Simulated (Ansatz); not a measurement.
# Mn2ZnAs2 (database structure): how the settings move a single-point run

How sensitive is a single-point run of Mn2ZnAs2 (database structure) to its settings? A reference run comes first, then four runs with altered input.

Method: reference: DFT PBE, plane waves, PAW, scalar-relativistic, no spin polarisation, in Ansatz 0.2.0.

### 1 The structure to begin with

It takes space group P-3m1 (No. 164, trigonal). Conventional cell: a = 4.155 Å, b = 4.155 Å, c = 6.662 Å, α = 90.00°, β = 90.00°, γ = 120.00°. Around Mn (site symmetry 3m) lie 4 As at 2.57 to 2.65 Å. As (site symmetry 3m) has 4 Mn at 2.57 to 2.65 Å and 3 Zn at 2.85 Å as nearest neighbours. Zn (site symmetry -3m) has 6 As at 2.85 Å as nearest neighbours.

As a file:

```
Mn As Zn
1.0
     4.15525    0.00000    0.00000
    -2.07762    3.59855    0.00000
     0.00000    0.00000    6.66219
Mn As Zn
2 2 1
Cartesian
  -0.0002 2.3992 2.4613
  2.0778 1.1994 4.2009
  -0.0002 2.3992 5.1161
  2.0778 1.1994 1.5461
  0.0000 0.0000 0.0000
```

### 2 Baseline

Contents of input.yaml:

```yaml
crystal:
  lattice:
    - [4.155251, 0.0, 0.0]
    - [-2.077625, 3.598554, 0.0]
    - [0.0, 0.0, 6.662187]
  atoms:
    - { symbol: Mn, position: [0.3333, 0.6667, 0.36944] }
    - { symbol: Mn, position: [0.6667, 0.3333, 0.63056] }
    - { symbol: As, position: [0.3333, 0.6667, 0.76793] }
    - { symbol: As, position: [0.6667, 0.3333, 0.23207] }
    - { symbol: Zn, position: [0.0, 0.0, 0.0] }
  symmetry: { tolerance: 0.0003 }
kpoints:
  mp_grid: { grid: [5, 5, 3], shift: [0, 0, 0] }
magnetization:
  spin_polarized: false
scf:
  occupations: { method: gaussian, width: 0.059 }
hamiltonian:
  pseudopotentials: { kind: paw }
  xc: pbe
basis:
  ecutwfc: 420
output:
  forces: true
  stress: true
  eigenvalues: true
```

Started as:

```
> ansatz run input.yaml --threads 1 --pin off --max-ram 2560MiB --backend cpu --events-out ev --progress --plain --runs-dir out
```

### 3 Variant: n_extra_bands 2, scf.algorithm direct_min

Changes to input.yaml since step 2:

```diff
@@ -18,2 +18,4 @@
   occupations: { method: gaussian, width: 0.059 }
+  n_extra_bands: 2
+  algorithm: direct_min
 hamiltonian:
@@ -27 +29,5 @@
   eigenvalues: true
+  write_density: true
+  write_potential: true
+  elf: true
+  volumetric_format: npy
```

### 4 Changing settings: dr2_threshold 1.0e-11, scf.algorithm density_mixing

Changes to input.yaml since step 2:

```diff
@@ -18,2 +18,4 @@
   occupations: { method: gaussian, width: 0.059 }
+  convergence: { dr2_threshold: 1.0e-11 }
+  algorithm: density_mixing
 hamiltonian:
```

### 5 Variant: mp_grid.grid [2, 2, 1], hubbard.sites [{species: Mn, l: d, u_eff: 8.0}], hubbard.double_counting amf, accuracy medium

Changes to input.yaml since step 2:

```diff
@@ -13,3 +13,3 @@
 kpoints:
-  mp_grid: { grid: [5, 5, 3], shift: [0, 0, 0] }
+  mp_grid: { grid: [2, 2, 1], shift: [0, 0, 0] }
 magnetization:
@@ -21,2 +21,3 @@
   xc: pbe
+  hubbard: { sites: [{ species: Mn, l: d, u_eff: 8.0 }], double_counting: amf }
 basis:
@@ -27 +28,2 @@
   eigenvalues: true
+accuracy: medium
```

### 6 Variant: xc lda, ecutrho_ratio 6

Changes to input.yaml since step 2:

```diff
@@ -20,5 +20,6 @@
   pseudopotentials: { kind: paw }
-  xc: pbe
+  xc: lda
 basis:
   ecutwfc: 420
+  ecutrho_ratio: 6
 output:
```

Before running it: what results should come out? Wanted: for each run, ending; energy change; pressure; gap; force.

The runs gave:

| run | ending | energy change | pressure (GPa) | gap (eV) | force (eV/Å) | cycles | time |
| --- | --- | --- | --- | --- | --- | --- | --- |
| reference | converged | 0 | -17.4 | 0.00 | 2.05 | 7 | 3.3 s |
| 1: n_extra_bands 2, scf.algorithm direct_min | converged | 0.0 meV/atom | -17.4 | 0.00 | 2.05 | 7 | 17 s |
| 2: dr2_threshold 1.0e-11, scf.algorithm density_mixing | converged | 0.0 meV/atom | -17.4 | 0.00 | 2.05 | 11 | 4.3 s |
| 3: mp_grid.grid [2, 2, 1], hubbard.sites [{species: Mn, l: d, u_eff: 8.0}], hubbard.double_counting amf, accuracy medium | converged | -1.71 eV/atom (U changed: no physical gain or loss) | -2.2 | 0.00 | 1.17 | 21 | 3.5 s |
| 4: xc lda, ecutrho_ratio 6 | converged | not comparable | -23.2 | 0.00 | 2.24 | 9 | 3.8 s |

Times don't compare one to one where runs were asked for different outputs or read a saved state (see the inputs); cycles may leave out searches for a lower state.

Residual by cycle in the longest SCF loop of each run; runs are numbered as in the table. The quantity is the density residual dr2, in eV.

| cycle | reference | run 1 | run 2 | run 3 | run 4 |
| --- | --- | --- | --- | --- | --- |
| 1 | 0.0202 | 0.02 | 0.0202 | 179 | 0.0517 |
| 3 | 0.006 | 0.00129 | 0.006 | 67.9 | 0.0167 |
| 5 | 7.3e-6 | 6.3e-7 | 7.3e-6 | 1.53 | 4.7e-4 |
| 6 | 5.3e-7 | 8.5e-8 | 5.3e-7 | 1.41 | 3.0e-5 |
| 8 | - | - | 3.4e-9 | 2.82 | 1.7e-7 |
| 10 | - | - | 5.7e-11 | 0.0881 | - |
| 12 | - | - | - | 0.0572 | - |
| 14 | - | - | - | 0.0017 | - |
| 16 | - | - | - | 2.0e-4 | - |
| 17 | - | - | - | 2.1e-5 | - |
| 19 | - | - | - | 8.8e-7 | - |
| 21 | - | - | - | 4.3e-8 | - |

Of the converged runs whose energies compare with the reference's, none moves it noticeably. A changed U is a change of model: its shifts are not errors of convergence. The structure is not at rest: the sound run finds -17 GPa, so these are no properties of the relaxed crystal. The reference has no spin polarisation; with Mn present, a magnetic state may lie lower.

The reference has limits of its own: its mesh is coarse for a cell with so small a gap or none.
